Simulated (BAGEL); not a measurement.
**C2H4Ge (Ge(CCH)H3): HF/3-21G (density fitting with qzvpp-jkfit)**

Aim: the electronic atomisation energy of C2H4Ge (Ge(CCH)H3) at HF/3-21G (density fitting with qzvpp-jkfit), from 4 runs. 

The results are computed with BAGEL 1.2.2.

26 further runs of the same task are left out: 9 that didn't finish, 17 set aside as unsound or not needed.

## 1. The molecule

The species is C2H4Ge (7 atoms), meant as a singlet with charge 0. As SMILES, `[H][Ge]([H])([H])[C]#C`. Geometry: a GFN2-xTB relaxation, a rough one for these elements and not checked as a minimum.

Bond lengths: Ge1–C2 1.890 Å, C2–C3 1.203 Å, C3–H4 1.053 Å, Ge1–H5 1.491 Å, Ge1–H6 1.490 Å, Ge1–H7 1.490 Å. Angles: Ge1–C2–C3 179.4°, C2–Ge1–H5 108.9°, C2–Ge1–H6 109.0°, C2–Ge1–H7 108.7°, C2–C3–H4 179.5°, H5–Ge1–H6 110.0°, H5–Ge1–H7 110.1°, H6–Ge1–H7 110.1°.

## 2. The energy at HF/3-21G (density fitting with qzvpp-jkfit)

Contents of input.json:

```json
{ "bagel": [

{
  "title": "molecule",
  "basis": "3-21g",
  "df_basis": "qzvpp-jkfit",
  "angstrom": true,
  "geometry": [
    { "atom": "Ge", "xyz": [       0.003400,       0.010060,      -1.097620 ] },
    { "atom": "C", "xyz": [      -0.003950,       0.001180,       0.792420 ] },
    { "atom": "C", "xyz": [      -0.008540,      -0.017800,       1.995170 ] },
    { "atom": "H", "xyz": [      -0.007790,      -0.026800,       3.048120 ] },
    { "atom": "H", "xyz": [       1.415910,       0.016470,      -1.573760 ] },
    { "atom": "H", "xyz": [      -0.703620,       1.229710,      -1.579890 ] },
    { "atom": "H", "xyz": [      -0.695410,      -1.212820,      -1.584440 ] }
  ]
},

{
  "title": "hf"
},

{
  "title": "print",
  "file": "orbitals.molden",
  "orbitals": true
}

]}
```

Command:

```console
$ BAGEL_NUM_THREADS=1 BAGEL input.json > input.out
```

Standard output:

```text
* using 1 threads per process

  ===============================================================
  ===============================================================

  *** Geometry ***

  { "atom" : "Ge", "xyz" : [      0.006425,      0.019011,     -2.074201 ] },
  { "atom" : "C", "xyz" : [     -0.007464,      0.002230,      1.497457 ] },
  { "atom" : "C", "xyz" : [     -0.016138,     -0.033637,      3.770325 ] },
  { "atom" : "H", "xyz" : [     -0.014721,     -0.050645,      5.760112 ] },
  { "atom" : "H", "xyz" : [      2.675682,      0.031124,     -2.973975 ] },
  { "atom" : "H", "xyz" : [     -1.329649,      2.323815,     -2.985559 ] },
  { "atom" : "H", "xyz" : [     -1.314134,     -2.291898,     -2.994158 ] },

  Number of auxiliary basis functions:      488

  Since a DF basis is specified, we compute 2- and 3-index integrals:
    o Being stored without compression. Storage requirement is 0.009 GB

  Number of basis functions:       48
  Number of electrons      :       48

    * METHOD: MOLECULE                             0.16

  *** RHF ***

  === Nuclear Repulsion ===
   151.9464911245

      * DIIS with orbital gradients will be used.

  === RHF iteration (3-21g) ===
      0      -2142.84721105          0.01399526           0.03
      1      -2142.90008823          0.00387404           0.03
      2      -2142.90416408          0.00105699           0.03
      3      -2142.90451190          0.00022291           0.03
      4      -2142.90452041          0.00008139           0.03
      5      -2142.90452184          0.00000723           0.03
      6      -2142.90452187          0.00000172           0.03
      7      -2142.90452187          0.00000030           0.03
      8      -2142.90452187          0.00000005           0.03
      9      -2142.90452187          0.00000002           0.03
     10      -2142.90452187          0.00000001           0.03
     11      -2142.90452187          0.00000001           0.03
    * SCF iteration converged.

    * Permanent dipole moment:
           (   -0.001537,     0.002311,    -0.046150) a.u.

    * METHOD: HF                                   0.50

    * METHOD: PRINT                                0.00

  ===============================================================
```

It took 0.89 s on 1 thread of Intel Xeon Platinum 8488C (Sapphire Rapids), shared host.

## 3. The C atom

Contents of input.json:

```json
{ "bagel" : [

{
  "title" : "molecule",
  "basis" : "3-21g",
  "df_basis" : "qzvpp-jkfit",
  "angstrom" : "true",
  "geometry" : [
    { "atom" : "C", "xyz" : [    0.000000,    0.000000,    0.000000 ] }
  ]
},
{
  "title" : "uhf",
  "nopen" : 2
},
{
  "title" : "print",
  "file" : "orbitals.molden",
  "orbitals" : "true"
}

]}
```

Run the same way, it converges to -37.48108 Eh (log not shown).

## 4. The Ge atom

Contents of calc.json:

```json
{ "bagel" : [

{
  "title" : "molecule",
  "basis" : "3-21g",
  "df_basis" : "qzvpp-jkfit",
  "angstrom" : true,
  "geometry" : [
    { "atom" : "Ge", "xyz" : [       0.000000,       0.000000,       0.000000 ] }
  ]
},

{ "title" : "uhf", "nopen" : 2 },

{ "title" : "print", "file" : "orbitals.molden", "orbitals" : true }

]}
```

Run the same way, it converges to -2065.29078 Eh (log not shown).

## 5. The H atom at the same level

Contents of input.json:

```json
{ "bagel": [

{
  "title": "molecule",
  "basis": "3-21g",
  "df_basis": "qzvpp-jkfit",
  "angstrom": "true",
  "geometry": [
    { "atom": "H", "xyz": [       0.000000,       0.000000,       0.000000 ] }
  ]
},

{ "title": "uhf", "nopen": 1 },

{ "title": "print", "file": "orbitals.molden", "orbitals": "true" }

]}
```

Run the same way, it converges to -0.49620 Eh (log not shown).

## 6. Results

At HF/3-21G (density fitting with qzvpp-jkfit):

| quantity | value |
| --- | --- |
| molecule: total energy | -2142.90452 Eh |
| molecule: dipole moment | 0.12 D |
| molecule: HOMO energy | -10.84 eV |
| molecule: LUMO energy | 4.46 eV |
| molecule: HOMO–LUMO gap | 15.30 eV |
| C atom: total energy | -37.48108 Eh |
| C atom: dipole moment | 0.00 D |
| C atom: ⟨S²⟩ | 2.001 |
| Ge atom: total energy | -2065.29078 Eh |
| Ge atom: dipole moment | 0.00 D |
| Ge atom: ⟨S²⟩ | 2.000 |
| H atom: total energy | -0.49620 Eh |
| H atom: dipole moment | 0.00 D |
| H atom: ⟨S²⟩ | 0.750 |
| electronic atomisation energy | 18.144 eV |

In words: Taking the molecule apart into free atoms costs 18.14 eV (1751 kJ/mol), before zero-point energy and without spin-orbit coupling. Hartree–Fock lacks the correlation of the bonding pairs, which as a rule makes this value much too low; in minimal bases other errors can mask that. The basis has no polarisation functions, which makes bonds too weak.
